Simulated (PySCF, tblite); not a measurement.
**C6H10BrN3: geometry, infrared bands and NMR shifts**

Wanted: the infrared bands and NMR shifts of C6H10BrN3 (`CC(C)(C)n1nncc1Br`), by calculation.

The runs use tblite 0.8.0 and PySCF 2.14.0, with density-fitted response routines of our own; the level of theory stands in each step. All values are computed, except where a source is named. Atoms count from 0, in the outputs and in this text.

## 1. Starting geometry

20 atoms, charge 0, multiplicity 1; geometry from: force field or distance geometry start.

Bonds of the start (Å): C0–C1 1.55, C1–C2 1.55, C1–C3 1.54, C1–N4 1.48, N4–N5 1.36, N5–N6 1.33, N6–C7 1.37, C7–C8 1.37, C8–Br9 1.90, C8–N4 1.37, C0–H10 1.09, C0–H11 1.09, C0–H12 1.11, C2–H13 1.10, C2–H14 1.08, C2–H15 1.10, C3–H16 1.10, C3–H17 1.09, C3–H18 1.08, C7–H19 1.08.

## 2. Relaxing the molecule with GFN2-xTB

What the job is given:

```
{"job": {"kind": "relax", "xc": "GFN2-xTB", "basis": "xTB"}, "charge": 0, "multiplicity": 1}
C     -1.343900    -1.200500    -0.785800
C     -0.604500    -0.025900    -0.104300
C     -1.174100     0.099400     1.328000
C     -0.894700     1.247900    -0.922300
N      0.847900    -0.282400    -0.027000
N      1.352700    -1.426100    -0.553000
N      2.671800    -1.412400    -0.379300
C      3.007200    -0.251000     0.260600
C      1.870600     0.478200     0.485300
Br     1.840800     2.170500     1.344700
H     -1.214300    -2.143700    -0.247300
H     -1.012100    -1.347300    -1.814000
H     -2.436100    -1.002700    -0.815900
H     -2.270900     0.196700     1.292400
H     -0.943200    -0.765900     1.937100
H     -0.807000     0.984500     1.862600
H     -0.507900     2.147400    -0.430900
H     -1.974100     1.380000    -1.043100
H     -0.443400     1.182900    -1.905200
H      4.029800    -0.018900     0.514300
```

Launch:

```bash
$ OMP_NUM_THREADS=1 python probes_run.py task.json out
```

This one command runs all jobs of the session in turn.

**Question.** This job is followed by: GFN2-xTB harmonic vibrations, gas phase; GIAO PBE0/pcSseg-1 NMR shielding, non-relativistic, gas phase. What will the session give for the following? strongest single infrared mode (GFN2-xTB); zero-point energy (GFN2-xTB); 13C shifts against TMS (PBE0/pcSseg-1, means over atoms taken as alike); 1H shifts against TMS (PBE0/pcSseg-1, means over atoms taken as alike); 15N shifts against NH3 (PBE0/pcSseg-1); 79Br shifts against HBr (PBE0/pcSseg-1).

**Answer**, as computed:

```
                                                               quantity                         value
                              strongest single infrared mode (GFN2-xTB)          1221 cm⁻¹, 66 km/mol
                                           zero-point energy (GFN2-xTB)                 99.5 kcal/mol
13C shifts against TMS (PBE0/pcSseg-1, means over atoms taken as alike)  142.2, 130.7, 58.7, 30.3 ppm
 1H shifts against TMS (PBE0/pcSseg-1, means over atoms taken as alike)                7.81, 1.85 ppm
                                 15N shifts against NH3 (PBE0/pcSseg-1)       405.0, 382.6, 285.8 ppm
                                79Br shifts against HBr (PBE0/pcSseg-1)                       459 ppm
```

What this shows: The optimisation took 32 steps and gained 0.255 eV; among the close pairs (by a distance rule), N5–N6 changed most, from 1.331 to 1.279 Å. No mode is imaginary among the 54: a minimum at this level. The strongest single mode, at 1221 cm⁻¹, is spread over many atoms; the largest shares are those of C1, N4. GFN2-xTB is a fitted tight-binding method: band positions and strengths are rough. Its intensities can rank the bands wrongly. C8 stands next to heavy halogen, whose spin-orbit shielding this run leaves out, so the computed shift lies too far downfield, most of all for carbon beside Br or I. At PBE0/pcSseg-1: The largest span, 1187 ppm, is at Br9, where the paramagnetic term is -958 ppm. NICS(1)zz of -30 ppm above the planar ring from N4 marks a diatropic (aromatic) ring current. Spin-orbit coupling is left out, which matters for shieldings and couplings at and beside the heavy atoms.
